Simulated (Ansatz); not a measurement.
# CH4Cl3Ga: the cost of one run

Program: Ansatz 0.2.0. Level of theory: RHF/def2-SVP. These are calculated values, not measurements.

### 1 Starting point

Bond lengths: Ga1–Cl2 2.613 Å, Ga1–Cl3 2.079 Å, Ga1–Cl4 2.074 Å, Ga1–C6 2.307 Å, C6–H7 1.093 Å, C6–H8 1.093 Å, C6–H9 1.099 Å. Angles: Cl2–Ga1–Cl3 109.0°, Cl2–Ga1–Cl4 113.4°, Cl2–Ga1–C6 79.3°, Cl3–Ga1–Cl4 125.6°, Cl3–Ga1–C6 112.0°, Cl4–Ga1–C6 107.9°, Ga1–C6–H7 147.5°, Ga1–C6–H8 98.4°, Ga1–C6–H9 83.9°, H7–C6–H8 107.7°, H7–C6–H9 104.7°, H8–C6–H9 109.3°.

Coordinates:

```xyz
9

Ga   -0.7275   -0.3134   -0.9257
Cl    1.1416    1.3059   -1.7698
Cl   -0.3678   -2.2164   -1.6825
Cl   -2.5874    0.5893   -0.7600
H     0.8379    0.5999   -0.1863
C     0.4264    0.0707    1.0349
H     1.3916    0.2437    1.5170
H    -0.3124    0.7045    1.5330
H     0.1975   -0.9841    1.2394
```

### 2 Pulling towards end A

Springs on the bonds that form and break draw the guess towards this end; the thresholds are loose.

File input.yaml:

```yaml
crystal:
  periodic: [false, false, false]
  atoms:
    - { symbol: Ga, position_ang: [-0.7275, -0.3134, -0.9257] }
    - { symbol: Cl, position_ang: [1.1416, 1.3059, -1.7698] }
    - { symbol: Cl, position_ang: [-0.3678, -2.2164, -1.6825] }
    - { symbol: Cl, position_ang: [-2.5874, 0.5893, -0.76] }
    - { symbol: H, position_ang: [0.8379, 0.5999, -0.1863] }
    - { symbol: C, position_ang: [0.4264, 0.0707, 1.0349] }
    - { symbol: H, position_ang: [1.3916, 0.2437, 1.517] }
    - { symbol: H, position_ang: [-0.3124, 0.7045, 1.533] }
    - { symbol: H, position_ang: [0.1975, -0.9841, 1.2394] }
basis:
  gaussian: { orbitals: def2-SVP }
hamiltonian:
  xc: hf
relax:
  f_tol: 0.15
  max_steps: 25
  restrain:
    - { distance: [0, 5], at: 3.28, k: 30.0 }
    - { distance: [4, 1], at: 2.63, k: 30.0 }
    - { distance: [0, 1], at: 2.24, k: 30.0 }
    - { distance: [4, 5], at: 1.07, k: 30.0 }
```

Run with:

```console
ansatz run input.yaml --threads 2 --pin off --max-ram 3072MiB --backend cpu --events-out ev --progress --plain --runs-dir out
```

What time and memory should one allow on 2 threads of Arm Neoverse V2, shared host?

About 15 s, with a peak of 0.31 GiB.
